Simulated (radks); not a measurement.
# The first electron to leave Tm⁹⁺

Aim: remove one electron from each of the outer sub-shells of Tm⁹⁺ ([Kr] 4d10 4f(5/2: 6, 7/2: 3) 5s2 5p(1/2: 2, 3/2: 1)) in turn, let the ion relax, and find the cheapest removal. The parent's configuration is the lowest that an earlier search found at this level.

Program: radks (a radial shooting solver on a logarithmic mesh, Libxc functionals) version 1. Level of theory: Dirac Kohn-Sham, relativistic LDA (MacDonald-Vosko exchange, VWN5 correlation), spin-unpolarised, spherical densities, finite nucleus. These are calculated values, not measurements, unless marked.

5 further runs of the same task are left out: 1 that didn't finish, 4 set aside as unsound or not needed.

### Step 1. The system

| Quantity | Value |
| --- | --- |
| element | thulium (Z = 69) |
| charge | +9 |
| electrons | 60 |
| configuration | [Kr] 4d10 4f(5/2: 6, 7/2: 3) 5s2 5p(1/2: 2, 3/2: 1) |
| nuclear rms radius | 5.2256 fm |

A shell typed twice in an input gives the lower j, then the higher j.

### Step 2. The parent, Tm⁹⁺

The parent was computed earlier with the same settings: E = -13524.023536 hartree. Its outer levels (eV):

```csv
level,occupation,energy (eV)
4p3/2,4,-478.86
4d3/2,4,-342.99
4d5/2,6,-334.16
5s1/2,2,-194.75
5p1/2,2,-167.91
4f5/2,6,-166.13
4f7/2,3,-164.57
5p3/2,1,-158.57
```

### Step 3. Remove 5p3/2: [Kr] 4d10 4f(5/2: 6, 7/2: 3) 5s2 5p(1/2: 2, 3/2: 0)

Settings of this run:

```text
Z 69
configuration [Kr] 4d10 4f6 4f3 5s2 5p2 5p0
relativity Dirac
functional lda_x_rel,vwn5
spin unpolarised
j_filling energy
nucleus finite rms 5.2256 fm
c 137.035999084
```

### Step 4. Remove 4f7/2: [Kr] 4d10 4f(5/2: 6, 7/2: 2) 5s2 5p(1/2: 2, 3/2: 1)

Input: that of step 3 with these lines changed.

```diff
@@ -1,3 +1,3 @@
 Z 69
-configuration [Kr] 4d10 4f6 4f3 5s2 5p2 5p0
+configuration [Kr] 4d10 4f6 4f2 5s2 5p2 5p1
 relativity Dirac
```

### Step 5. Remove 4f5/2: [Kr] 4d10 4f(5/2: 5, 7/2: 3) 5s2 5p(1/2: 2, 3/2: 1)

Input: that of step 4 with these lines changed.

```diff
@@ -1,3 +1,3 @@
 Z 69
-configuration [Kr] 4d10 4f6 4f2 5s2 5p2 5p1
+configuration [Kr] 4d10 4f5 4f3 5s2 5p2 5p1
 relativity Dirac
```

### Step 6. Remove 5p1/2: [Kr] 4d10 4f(5/2: 6, 7/2: 3) 5s2 5p(1/2: 1, 3/2: 1)

Input: that of step 5 with these lines changed.

```diff
@@ -1,3 +1,3 @@
 Z 69
-configuration [Kr] 4d10 4f5 4f3 5s2 5p2 5p1
+configuration [Kr] 4d10 4f6 4f3 5s2 5p1 5p1
 relativity Dirac
```

**Question.** What will these runs give? Wanted: for each run, case; final configuration; Δ-SCF; −ε of the level emptied.

**Answer**, as computed:

```csv
case,final configuration,Δ-SCF (eV),−ε of the level emptied (eV)
remove 5p3/2,"[Kr] 4d10 4f(5/2: 6, 7/2: 3) 5s2 5p(1/2: 2, 3/2: 0)",167.63,158.57
remove 5p1/2,"[Kr] 4d10 4f(5/2: 6, 7/2: 3) 5s2 5p(1/2: 1, 3/2: 1)",177.41,167.91
remove 4f7/2,"[Kr] 4d10 4f(5/2: 6, 7/2: 2) 5s2 5p(1/2: 2, 3/2: 1)",179.30,164.57
remove 4f5/2,"[Kr] 4d10 4f(5/2: 5, 7/2: 3) 5s2 5p(1/2: 2, 3/2: 1)",180.94,166.13
```

What this shows: Removal from 5p3/2 costs least (167.63 eV), ahead of 5p1/2 (177.41 eV). 5p3/2 is also the highest occupied level of the parent. NIST lists 180 eV (theoretical); its ground configuration differs from the one found lowest here for the parent and the ion. Spin polarisation and multiplet splitting are left out, so open shells lie too high by an amount that depends on their filling.
